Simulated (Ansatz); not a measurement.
# C2H11B2NSi: inversion of the pyramid at N4, part 2 of 2

Aim: the minimum-energy path and barrier of the inversion of the pyramid at N4. The ends are relaxed first, then joined by a nudged elastic band. SMILES of the start: BC(B)(N)[SiH2]C.

Ansatz 0.2.0; RKS PBE/def2-SVP. Earlier steps stand in the parts before.

### 5 The log goes on: band between the two ends

Output, continued, cut to the lines that bear on the results:

```text
mean field -12954.81196442 eV, -476.0805586056 hartree, gradient 4.5e-5 eV, S^2 0.000000; 0 other end points of the search recorded, 0 dependent functions left out
[...]
reference -12954.81200915 eV, -476.0805602492 hartree; 27, 27 occupied and 116, 116 virtual orbitals, 1630 factors
1630 factors; their error is unknown
[...]
mean field -12954.85179009 eV, -476.0820221717 hartree, gradient 1.9e-5 eV, S^2 0.000000; 0 other end points of the search recorded, 0 dependent functions left out
[...]
reference -12954.85183475 eV, -476.0820238129 hartree; 27, 27 occupied and 116, 116 virtual orbitals, 1630 factors
NEB end point (image 0): max|allowed force component| = 9.027e-3 eV/Å (the criterion of neb.relax_end_points is 1.000e-2)
NEB end point (image 10): max|allowed force component| = 9.308e-3 eV/Å (the criterion of neb.relax_end_points is 1.000e-2)
1630 factors; their error is unknown
[...]
Atom 9 at     1.115146    -2.348409    -1.205208 Å, force     0.000456    -0.000031     0.002021 eV/Å
Atom 10 at    -0.602460    -1.687402     2.226461 Å, force    -0.002222    -0.000901     0.000953 eV/Å
Atom 11 at     0.897217    -2.238636     1.537353 Å, force    -0.000237     0.000712     0.000553 eV/Å
Atom 12 at    -0.132973     1.233730     1.803230 Å, force    -0.001596    -0.001580     0.000036 eV/Å
Atom 13 at     1.953338     0.459489     0.849125 Å, force    -0.002385    -0.001016     0.000474 eV/Å
Atom 14 at     0.960579     1.902616    -1.693752 Å, force     0.000161    -0.000101    -0.000735 eV/Å
Atom 15 at     1.005072     3.061897    -0.321477 Å, force     0.000933     0.000587     0.001165 eV/Å
Atom 16 at    -0.573389     2.497621    -0.970327 Å, force     0.000528     0.000489    -0.000245 eV/Å
Dipole moment:     0.171695     0.046941     0.321426 e Å
this run last wrote the band of iteration 14 to <dir>; this run last wrote the band within `neb.f_tol` of iteration 13 to <dir>
```

Wall time 6.2 min (2 threads of Arm Neoverse V2, shared host); peak memory 0.21 GiB.

### 6 The band, image by image

Images 0 and 10 are the ends. Energies count from image 0; the path length is the program's own measure over all atoms.

```tsv
image	path (Å)	energy (eV)	sum of angles at N4 (°)	band force (eV/Å)
0	0.000	0.0000	346.4	-
1	0.100	0.0001	346.0	0.010
2	0.200	0.0009	348.5	0.011
3	0.299	0.0061	354.4	0.010
4*	0.399	0.0104	359.2	0.013
5	0.488	0.0049	359.7	0.014
6	0.576	-0.0094	356.6	0.010
7	0.665	-0.0245	351.3	0.008
8	0.753	-0.0343	346.9	0.024
9	0.841	-0.0388	344.0	0.021
10	0.930	-0.0398	342.5	-
```

The star marks the climbing image.

image, energy (eV) and a bar:
```
        0      0.000 ########################
        1      0.000 ########################
        2      0.001 ########################
        3      0.006 ###########################
        4      0.010 ##############################
        5      0.005 ###########################
        6     -0.009 ##################
        7     -0.025 #########
        8     -0.034 ###
        9     -0.039 #
       10     -0.040
```

How the highest energy settled:

```tsv
iteration	highest image above image 0 (eV)	largest band force (eV/Å)
1	0.8790	3.355
3	0.0496	1.103
5	0.0167	0.102
7	0.0129	0.053
9	0.0114	0.043
11	0.0107	0.060
13	0.0105	0.024
14	0.0104	0.024
```

Positions of all images (Å):

```xyz
17
image=0 dE=0.0000
B    -1.717   -0.536   -0.091
C    -0.307   -1.059    0.222
B     0.436   -1.322   -1.096
N    -0.052   -1.837    1.379
Si    0.523    0.749    0.509
C     0.486    2.170   -0.735
H    -2.664   -0.898    0.588
H    -1.896    0.260   -0.991
H     0.310   -0.567   -2.039
H     1.185   -2.282   -1.191
H    -0.530   -1.558    2.237
H     0.917   -2.118    1.541
H    -0.119    1.185    1.803
H     1.952    0.399    0.847
H     1.014    1.904   -1.671
H     0.995    3.047   -0.283
H    -0.552    2.461   -0.987
17
image=1 dE=0.0001
B    -1.703   -0.531   -0.101
C    -0.297   -1.060    0.218
B     0.439   -1.338   -1.100
N    -0.048   -1.836    1.379
Si    0.518    0.752    0.514
C     0.473    2.175   -0.727
H    -2.651   -0.878    0.584
H    -1.879    0.253   -1.013
H     0.334   -0.579   -2.042
H     1.162   -2.317   -1.196
H    -0.537   -1.557    2.231
H     0.922   -2.103    1.553
H    -0.120    1.182    1.812
H     1.950    0.407    0.845
H     0.970    1.902   -1.678
H     1.012    3.041   -0.288
H    -0.565    2.488   -0.950
17
image=2 dE=0.0009
B    -1.685   -0.527   -0.098
C    -0.281   -1.058    0.226
B     0.435   -1.343   -1.101
N    -0.037   -1.837    1.381
Si    0.512    0.766    0.521
C     0.469    2.178   -0.733
H    -2.637   -0.878    0.581
H    -1.857    0.263   -1.005
H     0.345   -0.570   -2.034
H     1.123   -2.344   -1.215
H    -0.548   -1.594    2.231
H     0.925   -2.132    1.556
H    -0.135    1.207    1.811
H     1.944    0.435    0.863
H     0.962    1.894   -1.683
H     1.013    3.046   -0.305
H    -0.568    2.494   -0.957
17
image=3 dE=0.0061
B    -1.678   -0.524   -0.092
C    -0.276   -1.054    0.236
B     0.436   -1.340   -1.093
N    -0.022   -1.812    1.394
Si    0.516    0.778    0.519
C     0.467    2.185   -0.742
H    -2.631   -0.877    0.584
H    -1.848    0.264   -1.000
H     0.348   -0.566   -2.025
H     1.118   -2.345   -1.210
H    -0.576   -1.645    2.233
H     0.911   -2.190    1.550
H    -0.131    1.224    1.806
H     1.950    0.451    0.854
H     0.961    1.900   -1.691
H     1.007    3.056   -0.316
H    -0.572    2.496   -0.967
17
image=4 dE=0.0104
B    -1.674   -0.523   -0.089
C    -0.270   -1.047    0.241
B     0.435   -1.341   -1.090
N     0.007   -1.762    1.415
Si    0.519    0.786    0.519
C     0.466    2.189   -0.746
H    -2.626   -0.873    0.590
H    -1.846    0.260   -1.001
H     0.347   -0.570   -2.024
H     1.115   -2.348   -1.205
H    -0.602   -1.687    2.226
H     0.897   -2.239    1.537
H    -0.133    1.234    1.803
H     1.953    0.459    0.849
H     0.961    1.903   -1.694
H     1.005    3.062   -0.321
H    -0.573    2.498   -0.970
17
image=5 dE=0.0049
B    -1.674   -0.525   -0.088
C    -0.267   -1.037    0.243
B     0.435   -1.341   -1.087
N     0.037   -1.707    1.438
Si    0.524    0.791    0.523
C     0.466    2.189   -0.747
H    -2.625   -0.882    0.590
H    -1.850    0.256   -1.001
H     0.343   -0.575   -2.025
H     1.113   -2.349   -1.200
H    -0.622   -1.718    2.213
H     0.880   -2.271    1.522
H    -0.132    1.240    1.803
H     1.959    0.464    0.846
H     0.961    1.902   -1.695
H     1.006    3.063   -0.324
H    -0.573    2.498   -0.971
17
image=6 dE=-0.0094
B    -1.673   -0.525   -0.086
C    -0.262   -1.026    0.245
B     0.436   -1.340   -1.084
N     0.064   -1.659    1.460
Si    0.529    0.796    0.528
C     0.467    2.189   -0.746
H    -2.622   -0.886    0.593
H    -1.855    0.251   -1.001
H     0.341   -0.581   -2.027
H     1.114   -2.351   -1.193
H    -0.641   -1.749    2.191
H     0.855   -2.300    1.502
H    -0.132    1.248    1.804
H     1.965    0.470    0.844
H     0.961    1.902   -1.694
H     1.007    3.064   -0.325
H    -0.573    2.498   -0.970
17
image=7 dE=-0.0245
B    -1.670   -0.525   -0.082
C    -0.254   -1.011    0.249
B     0.438   -1.340   -1.079
N     0.085   -1.625    1.478
Si    0.536    0.805    0.536
C     0.467    2.190   -0.746
H    -2.615   -0.893    0.599
H    -1.862    0.245   -1.001
H     0.341   -0.591   -2.030
H     1.113   -2.353   -1.181
H    -0.659   -1.780    2.160
H     0.826   -2.328    1.477
H    -0.130    1.260    1.807
H     1.973    0.481    0.845
H     0.961    1.901   -1.694
H     1.006    3.067   -0.329
H    -0.573    2.497   -0.969
17
image=8 dE=-0.0343
B    -1.667   -0.524   -0.077
C    -0.246   -0.995    0.254
B     0.441   -1.337   -1.073
N     0.094   -1.613    1.487
Si    0.545    0.818    0.546
C     0.467    2.191   -0.748
H    -2.605   -0.905    0.607
H    -1.873    0.242   -0.997
H     0.347   -0.600   -2.033
H     1.109   -2.356   -1.163
H    -0.678   -1.810    2.129
H     0.796   -2.354    1.449
H    -0.122    1.280    1.813
H     1.984    0.501    0.851
H     0.959    1.897   -1.695
H     1.003    3.074   -0.339
H    -0.575    2.493   -0.970
17
image=9 dE=-0.0388
B    -1.663   -0.523   -0.074
C    -0.238   -0.979    0.263
B     0.444   -1.330   -1.064
N     0.094   -1.614    1.493
Si    0.557    0.830    0.555
C     0.465    2.191   -0.752
H    -2.596   -0.927    0.603
H    -1.879    0.249   -0.986
H     0.358   -0.600   -2.031
H     1.099   -2.358   -1.147
H    -0.696   -1.835    2.104
H     0.770   -2.379    1.426
H    -0.104    1.301    1.822
H     1.999    0.521    0.856
H     0.955    1.890   -1.699
H     0.997    3.082   -0.356
H    -0.580    2.482   -0.973
17
image=10 dE=-0.0398
B    -1.658   -0.523   -0.069
C    -0.230   -0.966    0.272
B     0.440   -1.324   -1.060
N     0.095   -1.620    1.496
Si    0.567    0.842    0.565
C     0.466    2.187   -0.758
H    -2.590   -0.954    0.594
H    -1.882    0.261   -0.968
H     0.369   -0.588   -2.023
H     1.074   -2.365   -1.147
H    -0.707   -1.854    2.089
H     0.755   -2.397    1.411
H    -0.092    1.323    1.829
H     2.009    0.543    0.870
H     0.965    1.880   -1.697
H     0.981    3.093   -0.372
H    -0.582    2.460   -0.990
```

### 7 Frequencies at the highest image

The geometry is the highest inner image of the first converged band.

Input file input.yaml:

```yaml
crystal:
  periodic: [false, false, false]
  atoms:
    - { symbol: B, position_ang: [-1.673603, -0.522832, -0.089414] }
    - { symbol: C, position_ang: [-0.269827, -1.046811, 0.240614] }
    - { symbol: B, position_ang: [0.435181, -1.341215, -1.0897] }
    - { symbol: "N", position_ang: [0.00683, -1.761721, 1.414855] }
    - { symbol: Si, position_ang: [0.5186, 0.785733, 0.519026] }
    - { symbol: C, position_ang: [0.465736, 2.188673, -0.745507] }
    - { symbol: H, position_ang: [-2.62552, -0.873423, 0.589914] }
    - { symbol: H, position_ang: [-1.846045, 0.260014, -1.001451] }
    - { symbol: H, position_ang: [0.34712, -0.569923, -2.023542] }
    - { symbol: H, position_ang: [1.115146, -2.348409, -1.205208] }
    - { symbol: H, position_ang: [-0.60246, -1.687402, 2.226461] }
    - { symbol: H, position_ang: [0.897217, -2.238636, 1.537353] }
    - { symbol: H, position_ang: [-0.132973, 1.23373, 1.80323] }
    - { symbol: H, position_ang: [1.953338, 0.459489, 0.849125] }
    - { symbol: H, position_ang: [0.960579, 1.902616, -1.693752] }
    - { symbol: H, position_ang: [1.005072, 3.061897, -0.321477] }
    - { symbol: H, position_ang: [-0.573389, 2.497621, -0.970327] }
basis:
  gaussian: { orbitals: def2-SVP }
hamiltonian:
  xc: pbe
phonons: {}
```

The run is started by

```sh
$ ansatz run input.yaml --threads 2 --pin off --max-ram 3072MiB --backend cpu --events-out ev --progress --plain --runs-dir out
```

What it wrote, cut to the lines that bear on the results:

```text
Warning: RAYON_NUM_THREADS=2 ignored (pool sized by the plan → 2); use --threads N
[...]
[... 1 set-up line as earlier in the session ...]
[...]
1630 factors; their error is unknown
[...]
mean field -12954.80161709 eV, -476.0801783481 hartree, gradient 2.6e-5 eV, S^2 0.000000; 0 other end points of the search recorded, 0 dependent functions left out
[...]
reference -12954.80166186 eV, -476.0801799936 hartree; 27, 27 occupied and 116, 116 virtual orbitals, 1630 factors
[...]
1630 factors; their error is unknown
mean field -12954.80149185 eV, -476.0801737458 hartree, gradient 2.3e-6 eV, S^2 0.000000; 0 other end points of the search recorded, 0 dependent functions left out
[...]
reference -12954.80153663 eV, -476.0801753912 hartree; 27, 27 occupied and 116, 116 virtual orbitals, 1630 factors
[...]
1630 factors; their error is unknown
[...]
mean field -12954.80150250 eV, -476.0801741371 hartree, gradient 1.7e-6 eV, S^2 0.000000; 0 other end points of the search recorded, 0 dependent functions left out
[...]
WARN: phonons: modes at or below zero, which the zero-point energy, F, S and C_V leave out: 2, the lowest at -352.10 cm⁻¹. A minimum has none, and a first-order saddle one
[...]
Atom 6 at    -2.625520    -0.873423     0.589914 Å, force     0.002500     0.003918     0.004790 eV/Å
Atom 7 at    -1.846045     0.260014    -1.001451 Å, force    -0.001892    -0.002031    -0.003058 eV/Å
Atom 8 at     0.347120    -0.569923    -2.023542 Å, force    -0.001200    -0.001110    -0.000932 eV/Å
Atom 9 at     1.115146    -2.348409    -1.205208 Å, force     0.000404     0.000036     0.002332 eV/Å
Atom 10 at    -0.602460    -1.687402     2.226461 Å, force    -0.002169    -0.000825     0.001066 eV/Å
Atom 11 at     0.897217    -2.238636     1.537353 Å, force    -0.000300     0.000709     0.000495 eV/Å
Atom 12 at    -0.132973     1.233730     1.803230 Å, force    -0.001860    -0.001955    -0.000120 eV/Å
Atom 13 at     1.953338     0.459489     0.849125 Å, force    -0.002196    -0.000654     0.000704 eV/Å
Atom 14 at     0.960579     1.902616    -1.693752 Å, force     0.000256    -0.000181    -0.000790 eV/Å
Atom 15 at     1.005072     3.061897    -0.321477 Å, force     0.000948     0.000595     0.001179 eV/Å
Atom 16 at    -0.573389     2.497621    -0.970327 Å, force     0.000537     0.000472    -0.000276 eV/Å
Dipole moment:     0.171692     0.046941     0.321429 e Å
[...]
```

It took 3 min on 2 threads of Arm Neoverse V2, shared host; peak memory 0.2 GiB.

Of 45 modes, 2 are imaginary by more than 30 cm⁻¹ (352i, 89i cm⁻¹).

### 8 Results

The summary covers parts 1 to 2.

| quantity | value |
| --- | --- |
| end A | 10 moves, 0.639 eV lower |
| end B | 8 moves, 0.773 eV lower |
| barrier forwards | 0.010 eV |
| barrier backwards | 0.050 eV |
| second end relative to first | -0.040 eV |
| highest image | 4 of 0 to 10, climbing |
| band iterations | 14 |
| imaginary modes at the top | 352i, 89i cm⁻¹ |

What this shows: The barrier from the first end is 0.010 eV, 0.4 times kT at 300 K. Going back costs 0.050 eV, since the second end is 0.040 eV below the first. 2 imaginary modes mean a saddle of higher order, so a lower path exists. These are electronic energies, with no zero-point or thermal terms. Tunnelling, which matters where hydrogen moves, is missing too.
